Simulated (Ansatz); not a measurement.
# CH₆OSi + H₂: a complex and its separated parts, part 2 of 2

Ansatz 0.2.0, Gaussian basis. Earlier steps stand in the parts before.

### Step 13. CAM-B3LYP-D4/def2-TZVPP

The inputs:

parta/in.yaml

```yaml
crystal:
  periodic: [false, false, false]
  atoms:
    - {symbol: Si, position_ang: [-0.893322, 0.472987, 0.579674]}
    - {symbol: O, position_ang: [-0.807787, -1.166358, 0.396304]}
    - {symbol: H, position_ang: [-2.163037, 0.999840, -0.000290]}
    - {symbol: H, position_ang: [-0.883234, 0.839731, 2.025890]}
    - {symbol: C, position_ang: [0.578513, 1.187885, -0.293741]}
    - {symbol: H, position_ang: [-1.499208, -1.695901, 0.793982]}
    - {symbol: H, position_ang: [0.563262, 0.926530, -1.354160]}
    - {symbol: H, position_ang: [0.581270, 2.277680, -0.209823]}
    - {symbol: H, position_ang: [1.506820, 0.809063, 0.139563]}
basis:
  gaussian: {orbitals: def2-TZVPP}
hamiltonian: {xc: {name: CAM-B3LYP}, dispersion: d4}
```

partb/in.yaml

```yaml
crystal:
  periodic: [false, false, false]
  atoms:
    - {symbol: H, position_ang: [1.205931, -2.207722, -0.854908]}
    - {symbol: H, position_ang: [1.810792, -2.443733, -1.222592]}
basis:
  gaussian: {orbitals: def2-TZVPP}
hamiltonian: {xc: {name: CAM-B3LYP}, dispersion: d4}
```

The same command starts each run, in its folder.

On the command line:

```sh
> ansatz run in.yaml --threads 4 --pin off --events-out ev --progress --plain --max-ram 9574MiB
```

Log of parta (excerpt; [...] marks lines left out):

```text
Functional definition: CAM-B3LYP
  name "CAM-B3LYP"
  cite "Yanai, Tew & Handy, Chem. Phys. Lett. 393, 51 (2004) doi:10.1016/j.cplett.2004.06.011"
  cite "Iikura, Tsuneda, Yanai & Hirao, J. Chem. Phys. 115, 3540 (2001) doi:10.1063/1.1383587"
  cite "Becke, Phys. Rev. A 38, 3098 (1988) doi:10.1103/PhysRevA.38.3098"
  cite "Lee, Yang & Parr, Phys. Rev. B 37, 785 (1988) doi:10.1103/PhysRevB.37.785"
[...]
  # Exact exchange under (alpha + beta erf(omega r))/r, Becke's under what is left of 1/r.
[...]
976 factors; their error is unknown
258 factors; integrals over basis functions are off by at most 1.1e-5 eV
[...]
mean field -11061.55968080 eV, -406.5048204750 hartree, gradient 5.9e-5 eV, S^2 0.000000; 0 other end points of the search recorded, 0 dependent functions left out
reference -11061.55980181 eV, -406.5048249222 hartree; 17, 17 occupied and 171, 171 virtual orbitals, 976 factors
Total energy: -11061.66940469 eV, -406.5088527537 hartree
```

Output in partb (excerpt; [...] marks lines left out):

```text
[... 6 set-up lines as earlier in the session ...]
[...]
  # Exact exchange under (alpha + beta erf(omega r))/r, Becke's under what is left of 1/r.
[...]
118 factors; their error is unknown
42 factors; integrals over basis functions are off by at most 6.3e-5 eV
[...]
mean field -31.88030435 eV, -1.1715795757 hartree, gradient 6.4e-5 eV, S^2 0.000000; 0 other end points of the search recorded, 0 dependent functions left out
reference -31.88037429 eV, -1.1715821459 hartree; 1, 1 occupied and 27, 27 virtual orbitals, 118 factors
Total energy: -31.88188769 eV, -1.1716377622 hartree
```

Times: 2.3 s (parta), 0.15 s (partb) on 4 threads of Intel Xeon Platinum 8259CL at 2.50GHz, shared host.

### Step 14. wB97X-V/def2-TZVPP

The same edit goes into each in.yaml of step 13 (parta, partb):

```diff
-hamiltonian: {xc: {name: CAM-B3LYP}, dispersion: d4}
+hamiltonian: {xc: {name: wB97X-V}}
```

Each run has its own folder and the same command.

On the command line:

```sh
> ansatz run in.yaml --threads 4 --pin off --events-out ev --progress --plain --max-ram 9574MiB
```

Log of parta (excerpt; [...] marks lines left out):

```text
Functional definition: wB97X-V
  name "wB97X-V"
  cite "Mardirossian & Head-Gordon, Phys. Chem. Chem. Phys. 16, 9904 (2014) doi:10.1039/C3CP54374A"
[... 2 set-up lines as earlier in the session ...]
[...]
      + integral(e_c_pw_opposite_spin*poly(b97_u_opposite, cos0, cos1)) + vv10(b, c)
976 factors; their error is unknown
244 factors; integrals over basis functions are off by at most 1.1e-5 eV
[...]
mean field -11060.39018493 eV, -406.4618422946 hartree, gradient 8.1e-5 eV, S^2 0.000000; 0 other end points of the search recorded, 0 dependent functions left out
reference -11060.39018302 eV, -406.4618422242 hartree; 17, 17 occupied and 171, 171 virtual orbitals, 976 factors
Total energy: -11060.39018302 eV, -406.4618422242 hartree
```

Output in partb (excerpt; [...] marks lines left out):

```text
[... 5 set-up lines as earlier in the session ...]
[...]
      + integral(e_c_pw_opposite_spin*poly(b97_u_opposite, cos0, cos1)) + vv10(b, c)
118 factors; their error is unknown
42 factors; integrals over basis functions are off by at most 3.0e-5 eV
[...]
mean field -31.90860142 eV, -1.1726194739 hartree, gradient 8.8e-5 eV, S^2 0.000000; 0 other end points of the search recorded, 0 dependent functions left out
reference -31.90860042 eV, -1.1726194372 hartree; 1, 1 occupied and 27, 27 virtual orbitals, 118 factors
Total energy: -31.90860042 eV, -1.1726194372 hartree
```

They took 4.2 s (parta), 0.2 s (partb) on 4 threads of Intel Xeon Platinum 8259CL at 2.50GHz, shared host.

### Step 15. wB97M-V/def2-TZVPP

The same edit goes into each in.yaml of step 14 (parta, partb):

```diff
-hamiltonian: {xc: {name: wB97X-V}}
+hamiltonian: {xc: {name: wB97M-V}}
```

Each run has its own folder and the same command.

On the command line:

```sh
> ansatz run in.yaml --threads 4 --pin off --events-out ev --progress --plain --max-ram 9574MiB
```

parta printed (excerpt; [...] marks lines left out):

```text
Functional definition: wB97M-V
  name "wB97M-V"
  cite "Mardirossian & Head-Gordon, J. Chem. Phys. 144, 214110 (2016) doi:10.1063/1.4952647"
[... 2 set-up lines as earlier in the session ...]
  # Of w^i u^j: cxij and so on, Table III.
[...]
  gx(w, u) = 1 - cx + cx01*u + cx10*w
[...]
      + integral(e_c_pw_mod_opposite_spin*gos(b97_w_opposite, b97_u_opposite)) + vv10(b, c)
976 factors; their error is unknown
244 factors; integrals over basis functions are off by at most 1.1e-5 eV
[...]
mean field -11060.53596918 eV, -406.4671997668 hartree, gradient 1.5e-5 eV, S^2 0.000000; 0 other end points of the search recorded, 0 dependent functions left out
reference -11060.53601563 eV, -406.4672014737 hartree; 17, 17 occupied and 171, 171 virtual orbitals, 976 factors
Total energy: -11060.53601563 eV, -406.4672014737 hartree
```

Log of partb (excerpt; [...] marks lines left out):

```text
[... 5 set-up lines as earlier in the session ...]
  # Of w^i u^j: cxij and so on, Table III.
[...]
  gx(w, u) = 1 - cx + cx01*u + cx10*w
[...]
      + integral(e_c_pw_mod_opposite_spin*gos(b97_w_opposite, b97_u_opposite)) + vv10(b, c)
118 factors; their error is unknown
42 factors; integrals over basis functions are off by at most 3.0e-5 eV
[...]
mean field -31.60111771 eV, -1.1613196559 hartree, gradient 7.3e-6 eV, S^2 0.000000; 0 other end points of the search recorded, 0 dependent functions left out
reference -31.60114197 eV, -1.1613205473 hartree; 1, 1 occupied and 27, 27 virtual orbitals, 118 factors
Total energy: -31.60114197 eV, -1.1613205473 hartree
```

Times: 4.3 s (parta), 0.2 s (partb) on 4 threads of Intel Xeon Platinum 8259CL at 2.50GHz, shared host; peak memory 0.5 GiB.

### Step 16. B2PLYP/def2-TZVPP

The same edit goes into each in.yaml of step 15 (parta, partb):

```diff
-hamiltonian: {xc: {name: wB97M-V}}
+hamiltonian: {xc: {name: B2PLYP}}
```

One command serves all of them, each in its own folder.

On the command line:

```sh
> ansatz run in.yaml --threads 4 --pin off --events-out ev --progress --plain --max-ram 9574MiB
```

parta printed (excerpt; [...] marks lines left out):

```text
Functional definition: B2PLYP
  name "B2PLYP"
  cite "Grimme, J. Chem. Phys. 124, 034108 (2006) doi:10.1063/1.2148954"
[... 2 set-up lines as earlier in the session ...]
[...]
1082 factors; integrals over basis functions are off by at most 1.1e-3 eV
[...]
mean field -11052.07044289 eV, -406.1560974136 hartree, gradient 4.0e-6 eV, S^2 0.000000; 0 other end points of the search recorded, 0 dependent functions left out
7 core orbitals not correlated: weight in the atoms' cores, before any rotation towards them, 1.000 or more for the frozen orbitals, at most 0.000 for the correlated occupied ones
reference -11052.07059873 eV, -406.1561031407 hartree; 10, 10 occupied and 171, 171 virtual orbitals, 1082 factors
second order -18.05961272 eV of doubles, -0.00000000 eV of singles
Total energy: -11056.94669416 eV, -406.3352963428 hartree
```

Log of partb (excerpt; [...] marks lines left out):

```text
[... 5 set-up lines as earlier in the session ...]
[...]
145 factors; integrals over basis functions are off by at most 7.3e-4 eV
[...]
mean field -31.55849579 eV, -1.1597533291 hartree, gradient 1.1e-6 eV, S^2 0.000000; 0 other end points of the search recorded, 0 dependent functions left out
reference -31.55858520 eV, -1.1597566150 hartree; 1, 1 occupied and 27, 27 virtual orbitals, 145 factors
second order -1.02366119 eV of doubles, -0.00000000 eV of singles
Total energy: -31.83497372 eV, -1.1699137059 hartree
```

They took 3.1 s (parta), 0.15 s (partb) on 4 threads of Intel Xeon Platinum 8259CL at 2.50GHz, shared host.

### Step 17. PBE-QIDH/def2-TZVPP

Each input of step 16 (parta, partb) changes in the same lines:

```diff
-hamiltonian: {xc: {name: B2PLYP}}
+hamiltonian: {xc: {name: PBE-QIDH}}
```

The same command starts each run, in its folder.

On the command line:

```sh
> ansatz run in.yaml --threads 4 --pin off --events-out ev --progress --plain --max-ram 9574MiB
```

parta printed (excerpt; [...] marks lines left out):

```text
Functional definition: PBE-QIDH
  name "PBE-QIDH"
  cite "Brémond, Sancho-García, Pérez-Jiménez & Adamo, J. Chem. Phys. 141, 031101 (2014) doi:10.1063/1.4890314"
[... 1 set-up line as earlier in the session ...]
[...]
1082 factors; integrals over basis functions are off by at most 1.1e-3 eV
[...]
mean field -11047.43352846 eV, -405.9856939515 hartree, gradient 3.6e-6 eV, S^2 0.000000; 0 other end points of the search recorded, 0 dependent functions left out
7 core orbitals not correlated: weight in the atoms' cores, before any rotation towards them, 1.000 or more for the frozen orbitals, at most 0.000 for the correlated occupied ones
reference -11047.43353994 eV, -405.9856943733 hartree; 10, 10 occupied and 171, 171 virtual orbitals, 1082 factors
second order -16.81547610 eV of doubles, -0.00000000 eV of singles
Total energy: -11053.03869864 eV, -406.1916801563 hartree
```

partb printed (excerpt; [...] marks lines left out):

```text
[... 4 set-up lines as earlier in the session ...]
[...]
145 factors; integrals over basis functions are off by at most 7.3e-4 eV
[...]
mean field -31.52725552 eV, -1.1586052706 hartree, gradient 1.4e-6 eV, S^2 0.000000; 0 other end points of the search recorded, 0 dependent functions left out
reference -31.52726194 eV, -1.1586055064 hartree; 1, 1 occupied and 27, 27 virtual orbitals, 145 factors
second order -0.95920341 eV of doubles, -0.00000000 eV of singles
Total energy: -31.84699641 eV, -1.1703555314 hartree
```

Times: 3.3 s (parta), 0.15 s (partb) on 4 threads of Intel Xeon Platinum 8259CL at 2.50GHz, shared host.

### Step 18. RPA on PBE/def2-TZVPP

The same edit goes into each in.yaml of step 17 (parta, partb):

```diff
-hamiltonian: {xc: {name: PBE-QIDH}}
+hamiltonian: {xc: pbe}
+correlation: {method: rpa}
```

Each run has its own folder and the same command.

On the command line:

```sh
> ansatz run in.yaml --threads 4 --pin off --events-out ev --progress --plain --max-ram 9574MiB
```

Log of parta (excerpt; [...] marks lines left out):

```text
[... 4 set-up lines as earlier in the session ...]
[...]
1082 factors; integrals over basis functions are off by at most 1.1e-3 eV
[...]
mean field -11054.53603568 eV, -406.2467062777 hartree, gradient 3.4e-6 eV, S^2 0.000000; 0 other end points of the search recorded, 0 dependent functions left out
7 core orbitals not correlated: weight in the atoms' cores, before any rotation towards them, 1.000 or more for the frozen orbitals, at most 0.000 for the correlated occupied ones
reference -11027.13455822 eV, -405.2397205542 hartree; 10, 10 occupied and 171, 171 virtual orbitals, 1082 factors
Total energy: -11052.49238218 eV, -406.1716033967 hartree
```

Output in partb (excerpt; [...] marks lines left out):

```text
[... 4 set-up lines as earlier in the session ...]
[...]
145 factors; integrals over basis functions are off by at most 7.3e-4 eV
[...]
mean field -31.73221499 eV, -1.1661373921 hartree, gradient 1.4e-6 eV, S^2 0.000000; 0 other end points of the search recorded, 0 dependent functions left out
reference -30.80640689 eV, -1.1321145720 hartree; 1, 1 occupied and 27, 27 virtual orbitals, 145 factors
Total energy: -32.86230558 eV, -1.2076674551 hartree
```

Wall times: 2.8 s (parta), 0.15 s (partb) on 4 threads of Intel Xeon Platinum 8259CL at 2.50GHz, shared host.

### Step 19. CCSD(T)/def2-TZVPP

Each input of step 18 (parta, partb) changes in the same lines:

```diff
-hamiltonian: {xc: pbe}
-correlation: {method: rpa}
+correlation: {method: ccsd_t}
```

Each run has its own folder and the same command.

On the command line:

```sh
> ansatz run in.yaml --threads 4 --pin off --events-out ev --progress --plain --max-ram 9574MiB
```

Output in parta (excerpt; [...] marks lines left out):

```text
Functional definition: HF
  name "HF"
  cite "Fock, Z. Phys. 61, 126 (1930) doi:10.1007/BF01340294"
[... 1 set-up line as earlier in the session ...]
[...]
1082 factors; integrals over basis functions are off by at most 1.1e-3 eV
[...]
mean field -11028.13674016 eV, -405.2765500613 hartree, gradient 5.9e-6 eV, S^2 0.000000; 0 other end points of the search recorded, 0 dependent functions left out
7 core orbitals not correlated: weight in the atoms' cores, before any rotation towards them, 1.000 or more for the frozen orbitals, at most 0.000 for the correlated occupied ones
reference -11028.13674016 eV, -405.2765500613 hartree; 10, 10 occupied and 171, 171 virtual orbitals, 1082 factors
second order -14.99909863 eV of doubles, -0.00000000 eV of singles
cycle   1  -15.49763038 eV  change   -5.0e-1 eV  update   7.8e-2
[...]
cycle   8  -15.92956783 eV  change    7.4e-6 eV  update   2.4e-5
perturbative correction -0.53400025 eV, -0.0196241472 hartree
Total energy: -11044.60030824 eV, -405.8815750289 hartree
```

Output in partb (excerpt; [...] marks lines left out):

```text
[... 4 set-up lines as earlier in the session ...]
[...]
145 factors; integrals over basis functions are off by at most 7.3e-4 eV
[...]
mean field -30.82771043 eV, -1.1328974624 hartree, gradient 4.3e-7 eV, S^2 0.000000; 0 other end points of the search recorded, 0 dependent functions left out
reference -30.82771043 eV, -1.1328974624 hartree; 1, 1 occupied and 27, 27 virtual orbitals, 145 factors
second order -0.86257358 eV of doubles, -0.00000000 eV of singles
cycle   1  -1.00722786 eV  change   -1.4e-1 eV  update   2.6e-2
[...]
cycle   7  -1.07307505 eV  change    7.1e-7 eV  update   4.3e-7
perturbative correction 0.00000000 eV, 0.0000000000 hartree
Total energy: -31.90078548 eV, -1.1723322431 hartree
```

Wall times: 17 s (parta), 0.15 s (partb) on 4 threads of Intel Xeon Platinum 8259CL at 2.50GHz, shared host; peak memory 2 GiB.

### Step 20. Vibrations of CH₆OSi

vib-parta/in.yaml

```yaml
crystal:
  periodic: [false, false, false]
  atoms:
    - {symbol: Si, position_ang: [-0.893322, 0.472987, 0.579674]}
    - {symbol: O, position_ang: [-0.807787, -1.166358, 0.396304]}
    - {symbol: H, position_ang: [-2.163037, 0.999840, -0.000290]}
    - {symbol: H, position_ang: [-0.883234, 0.839731, 2.025890]}
    - {symbol: C, position_ang: [0.578513, 1.187885, -0.293741]}
    - {symbol: H, position_ang: [-1.499208, -1.695901, 0.793982]}
    - {symbol: H, position_ang: [0.563262, 0.926530, -1.354160]}
    - {symbol: H, position_ang: [0.581270, 2.277680, -0.209823]}
    - {symbol: H, position_ang: [1.506820, 0.809063, 0.139563]}
basis:
  gaussian: {orbitals: def2-TZVP}
hamiltonian: {xc: pbe0, dispersion: d4}
phonons: {temperatures: {t_min: 298.15, t_max: 900, t_step: 200}}
```

On the command line:

```sh
> ansatz run in.yaml --threads 4 --pin off --events-out ev --progress --plain --max-ram 9574MiB
```

Standard output (excerpt; [...] marks lines left out):

```text
[... 5 set-up lines as earlier in the session ...]
[...]
863 factors; their error is unknown
[...]
mean field -11055.57724595 eV, -406.2849700493 hartree, gradient 1.3e-5 eV, S^2 0.000000; 0 other end points of the search recorded, 0 dependent functions left out
[...]
Atom 7 at     0.581270     2.277680    -0.209823 Å, force    -0.000125     0.000143     0.000125 eV/Å
Atom 8 at     1.506820     0.809063     0.139563 Å, force     0.000063     0.000020    -0.000096 eV/Å
Dipole moment:    -0.100490     0.004114     0.064684 e Å
Vibrations: 153.09 194.99 246.81 501.13 688.49 729.59 731.94 846.65 865.14 876.31 972.80 987.76 1278.51 1444.32 1449.54 2186.51 2195.73 3053.61 3138.45 3143.63 3932.06 cm⁻¹, zero-point energy 1.836024 eV
```

It took 63 s on 4 threads of Intel Xeon Platinum 8259CL at 2.50GHz, shared host.

Wavenumbers and character of the modes:

| mode | wavenumber (cm⁻¹) | character |
| --- | --- | --- |
| 1 | 153 | torsion |
| 2 | 195 | torsion |
| 3 | 247 | bend |
| 4 | 501 | bend with torsion |
| 5 | 688 | Si–C stretch with bend |
| 6 | 730 | bend with torsion |
| 7 | 732 | bend with Si–C stretch |
| 8 | 847 | bend |
| 9 | 865 | Si–O stretch |
| 10 | 876 | bend |
| 11 | 973 | bend with torsion |
| 12 | 988 | torsion with bend |
| 13 | 1279 | bend |
| 14 | 1444 | bend |
| 15 | 1450 | bend |
| 16 | 2187 | Si–H stretch |
| 17 | 2196 | Si–H stretch |
| 18 | 3054 | C–H stretch |
| 19 | 3138 | C–H stretch |
| 20 | 3144 | C–H stretch |
| 21 | 3932 | O–H stretch |

Vibrational sums (real modes only):

| T (K) | entropy (J/mol/K) | heat capacity (J/mol/K) |
| --- | --- | --- |
| 298 | 37.0 | 50.1 |
| 498 | 70.7 | 82.0 |
| 698 | 102.0 | 103.1 |
| 898 | 129.9 | 118.1 |

### Step 21. Vibrations of H₂

vib-partb/in.yaml

```yaml
crystal:
  periodic: [false, false, false]
  atoms:
    - {symbol: H, position_ang: [1.205931, -2.207722, -0.854908]}
    - {symbol: H, position_ang: [1.810792, -2.443733, -1.222592]}
basis:
  gaussian: {orbitals: def2-TZVP}
hamiltonian: {xc: pbe0, dispersion: d4}
phonons: {temperatures: {t_min: 298.15, t_max: 900, t_step: 200}}
```

On the command line:

```sh
> ansatz run in.yaml --threads 4 --pin off --events-out ev --progress --plain --max-ram 9574MiB
```

Standard output (excerpt; [...] marks lines left out):

```text
[... 5 set-up lines as earlier in the session ...]
[...]
88 factors; their error is unknown
[...]
mean field -31.78865272 eV, -1.1682114402 hartree, gradient 1.8e-5 eV, S^2 0.000000; 0 other end points of the search recorded, 0 dependent functions left out
[...]
reference -31.78855191 eV, -1.1682077355 hartree; 1, 1 occupied and 11, 11 virtual orbitals, 88 factors
Total energy: -31.79027513 eV, -1.1682710629 hartree
Atom 0 at     1.205931    -2.207722    -0.854908 Å, force     0.001166    -0.000455    -0.000709 eV/Å
Atom 1 at     1.810792    -2.443733    -1.222592 Å, force    -0.001166     0.000455     0.000709 eV/Å
Dipole moment:    -0.000000     0.000000     0.000000 e Å
Vibrations: 4414.51 cm⁻¹, zero-point energy 0.273665 eV
```

It took 0.25 s on 4 threads of Intel Xeon Platinum 8259CL at 2.50GHz, shared host.

The modes, with what each moves most:

| mode | wavenumber (cm⁻¹) | character |
| --- | --- | --- |
| 1 | 4415 | H–H stretch |

Vibrational sums (real modes only):

```
T (K)  entropy (J/mol/K)  heat capacity (J/mol/K)
  298                0.0                      0.0
  498                0.0                      0.0
  698                0.0                      0.1
  898                0.1                      0.4
```

### Step 22. Complex less separated parts

The complex's own energies come from single points at the same levels.

Rows are in def2-TZVPP; times add the 3 runs of a level on a shared host, so small differences are noise.

| method | rung | complex less parts (kcal/mol) | from CCSD(T) (kcal/mol) | time |
| --- | --- | --- | --- | --- |
| SPW92 | LDA | -1.79 | -1.00 | 2.2 s |
| PBE-D4 | GGA | -1.22 | -0.43 | 3 s |
| BLYP-D4 | GGA | -0.88 | -0.09 | 3.6 s |
| r2SCAN-D4 | meta-GGA | -0.72 | +0.07 | 5.6 s |
| B97M-V | meta-GGA | -0.92 | -0.13 | 11 s |
| PBE0-D4 | hybrid | -1.08 | -0.29 | 4.2 s |
| B3LYP-D4 | hybrid | -0.95 | -0.16 | 3.9 s |
| r2SCAN0-D4 | hybrid | -0.80 | -0.01 | 6.2 s |
| BHLYP-D4 | hybrid | -1.01 | -0.22 | 4.1 s |
| CAM-B3LYP-D4 | range-separated hybrid | -1.07 | -0.28 | 4.9 s |
| wB97X-V | range-separated hybrid | -0.96 | -0.17 | 11 s |
| wB97M-V | range-separated hybrid | -0.90 | -0.11 | 11 s |
| B2PLYP | double hybrid | -0.52 | +0.27 | 7.3 s |
| PBE-QIDH | double hybrid | -0.68 | +0.11 | 8.9 s |
| RPA on PBE | RPA | -0.56 | +0.23 | 7.1 s |
| Hartree-Fock | wavefunction | -0.04 | +0.75 |  |
| MP2 | wavefunction | -0.78 | +0.01 |  |
| CCSD | wavefunction | -0.69 | +0.10 |  |
| CCSD(T) | wavefunction | -0.79 | 0 | 58 s |

Among the levels timed on like hardware and quicker than the yardstick, those that no quicker one beats, quickest first: SPW92 (2.2 s, -1.00 kcal/mol); PBE-D4 (3 s, -0.43 kcal/mol); BLYP-D4 (3.6 s, -0.09 kcal/mol); r2SCAN-D4 (5.6 s, +0.07 kcal/mol); r2SCAN0-D4 (6.2 s, -0.01 kcal/mol).

For cost: r2SCAN0-D4 gets within 0.01 kcal/mol in 6.2 s, where CCSD(T) took 58 s; the quickest level in the cost chart, SPW92, takes 2.2 s and misses by 1.00 kcal/mol.

The complex's zero-point energy, from a separate PBE0-D4 run, is 2.160 eV.

### Step 23. Outcome

This closing draws on all 2 parts.

| quantity | value |
| --- | --- |
| complex less parts, CCSD(T)/def2-TZVPP | -0.79 kcal/mol |
| with zero-point energy | +0.36 kcal/mol |
| largest T1 diagnostic | 0.010 |

What this shows: At CCSD(T) the complex lies 0.79 kcal/mol below its parts. r2SCAN0-D4 is the best functional here (-0.01 kcal/mol from CCSD(T)); SPW92 is the worst (-1.00 kcal/mol). By rung, the mean size of the error is: LDA 1.00, GGA 0.26, meta-GGA 0.10, hybrid 0.17, range-separated hybrid 0.19, double hybrid 0.19 kcal/mol. PBE-D4 gives a relative energy 0.43 kcal/mol too low, an error of 55 % of the reference. No counterpoise was applied, and triple zeta lacks some correlation, so the CCSD(T) reference has a basis error of its own, and close matches with it are partly luck.
